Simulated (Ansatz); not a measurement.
Working through a calculation of the elastic constants of Rb, space group Fm-3m

With the Ansatz DFT code, driven from Python.

Run as a notebook:

**Cell 1**
```python
from dataclasses import replace
import warnings

import ansatz as az
import numpy as np
```

**Cell 2**
```python
warnings.simplefilter("ignore", az.DeckWarning)

lattice = az.Lattice.of(
    (0.0, 3.639885, 3.639885),
    (3.639885, 0.0, 3.639885),
    (3.639885, 3.639885, 0.0),
)
sites = [
    ("Rb", (0.0, 0.0, 0.0)),
]
system = az.Crystal(lattice=lattice)
for symbol, position in sites:
    system = system.atom(symbol, position)

[site.symbol for site in system.resolved().sites]
```
Output:
```text
['Rb']
```

**Cell 3**
```python
base = (
    system.calculation()
    .functional("pbesol")
    .basis(16 * az.Ha, density_ratio=4)
    .occupations(az.OccupationsMethod.COLD)
    .mixing("msr1", beta=0.7)
    .scf(tolerance=1e-07, max_iterations=100, self_checks="high")
    .kpoints(10, 10, 10)
)
# first bring the cell to zero stress
rest = base.relax(cell=True).run().lattice
relaxed = az.Crystal(lattice=az.Lattice.of(rest.cell_ang))
for site in rest.sites:
    relaxed = relaxed.atom(site.symbol, site.position_frac)
base = replace(base, crystal=relaxed)
print("relaxed volume {:.3f} A^3".format(abs(np.linalg.det(rest.cell_ang))))
done = base.elastic(az.ElasticMode.RELAXED_ION, amplitude=0.005).run()
elastic = done.elastic
```
Output:
```text
relaxed volume 86.894 A^3
```

**Cell 4**
```python
print("C_ij (GPa), Voigt order xx yy zz yz xz xy")
for row in elastic.c_gpa:
    print(" ".join(f"{value:8.1f}" for value in row))
print("smallest eigenvalue of C:", round(elastic.stability.min_eigenvalue_gpa, 1), "GPa; stable:", elastic.stability.stable)
# averaged moduli need a positive definite tensor
if elastic.stability.min_eigenvalue_gpa > 0:
    for name, value in elastic.moduli.to_plain().items():
        print(f"{name:14s} {value:9.3f}")
```
Output:
```text
C_ij (GPa), Voigt order xx yy zz yz xz xy
     2.9      2.9      2.9      0.0     -0.0     -0.0
     2.9      2.9      2.9      0.0      0.0      0.0
     2.9      2.9      2.9     -0.0      0.0      0.0
    -0.0      0.0     -0.0      1.5      0.0     -0.0
     0.0     -0.0     -0.0      0.0      1.5     -0.0
    -0.0      0.0      0.0      0.0     -0.0      1.5
smallest eigenvalue of C: -0.0 GPa; stable: False
```

Notes:
- The settings weren't tested for convergence.
- The program warned that this SCF threshold is loose for forces or stresses.
- This isn't the structure that Rb takes at ambient conditions.
- Shear constants of a metal converge slowly with the k-point mesh and can be wrong in sign on a coarse one; the constants belong to the cell that was strained.
- The script silences the warnings on its input, which a real study should read.
- Wall time of the script: 46 s on 1 thread of Arm Neoverse V1, with other jobs on the host, peak memory 0.53 GiB.

(A comment or docstring line of the script was reworded after the run, the code is as it ran; lines on the test bed's own set-up are left out of the output.)
